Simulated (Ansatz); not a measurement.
# C2H3BO: how energies converge with the basis set

Aim: see how fast density functionals converge with the basis set for C2H3BO.

Program: Ansatz 0.2.0, Gaussian basis. Level of theory: one geometry, several basis sets. These are calculated values, not measurements.

The runs, in order: PBE0-D4/def2-SVP; ωB97M-V/def2-SVP; PBE0-D4/def2-QZVPP; ωB97M-V/def2-QZVPP; the functionals' def2-TZVPP values are taken from earlier runs.

### 1 Structure used throughout

The geometry comes from an earlier relaxation with PBE0-D4 in a triple-zeta def2 set; it is a stationary point, not always the lowest conformer.

SMILES `OC1=CB1`, 7 atoms, charge 0, spin multiplicity 1.

Atoms are counted from 1 here; the program's logs count them from 0.

Bond lengths: O1–C2 1.325 Å, O1–H5 0.963 Å, C2–C3 1.346 Å, C2–B4 1.470 Å, C3–B4 1.469 Å, C3–H6 1.081 Å, B4–H7 1.183 Å. Angles: C2–O1–H5 108.8°, O1–C2–C3 138.0°, O1–C2–B4 159.3°, C3–C2–B4 62.7°, C2–C3–B4 62.8°, C2–C3–H6 141.1°, B4–C3–H6 156.1°, C2–B4–C3 54.5°, C2–B4–H7 153.9°, C3–B4–H7 151.6°.

### 2 PBE0-D4 in def2-SVP

Contents of in.yaml:

```yaml
crystal:
  periodic: [false, false, false]
  atoms:
    - {symbol: O, position_ang: [-1.688924, 0.266273, 0.038773]}
    - {symbol: C, position_ang: [-0.381752, 0.055752, -0.001555]}
    - {symbol: C, position_ang: [0.582144, -0.407391, 0.815067]}
    - {symbol: B, position_ang: [0.988273, 0.013056, -0.532964]}
    - {symbol: H, position_ang: [-1.971978, 0.623607, -0.809438]}
    - {symbol: H, position_ang: [0.724067, -0.795103, 1.813584]}
    - {symbol: H, position_ang: [1.809372, 0.175806, -1.369167]}
basis:
  gaussian: {orbitals: def2-SVP}
hamiltonian: {xc: pbe0, dispersion: d4}
output: {orbitals: {seedname: orbitals}}
```

The run is started by

```sh
$ ansatz run in.yaml --threads 2 --pin off --events-out ev --progress --plain --max-ram 4352MiB
```

The runs that follow: ωB97M-V in def2-SVP; PBE0-D4 in def2-QZVPP; ωB97M-V in def2-QZVPP.

Before running them: what should the planned runs give, taken together? Wanted: PBE0-D4: double and triple zeta above quadruple; ωB97M-V: double and triple zeta above quadruple.

The runs gave:

| quantity | value |
| --- | --- |
| PBE0-D4: double and triple zeta above quadruple | 5.75, 0.27 eV |
| ωB97M-V: double and triple zeta above quadruple | 5.93, 0.25 eV |

In words: PBE0-D4 gains 5.47 eV from double to triple zeta, then 0.27 eV more. These are total energies; as a rule much of such shifts cancels in differences, which this series doesn't test. The LUMO of ωB97M-V is positive and keeps falling with the basis (2.60 to 1.39 eV): an unbound level that the basis holds in place.
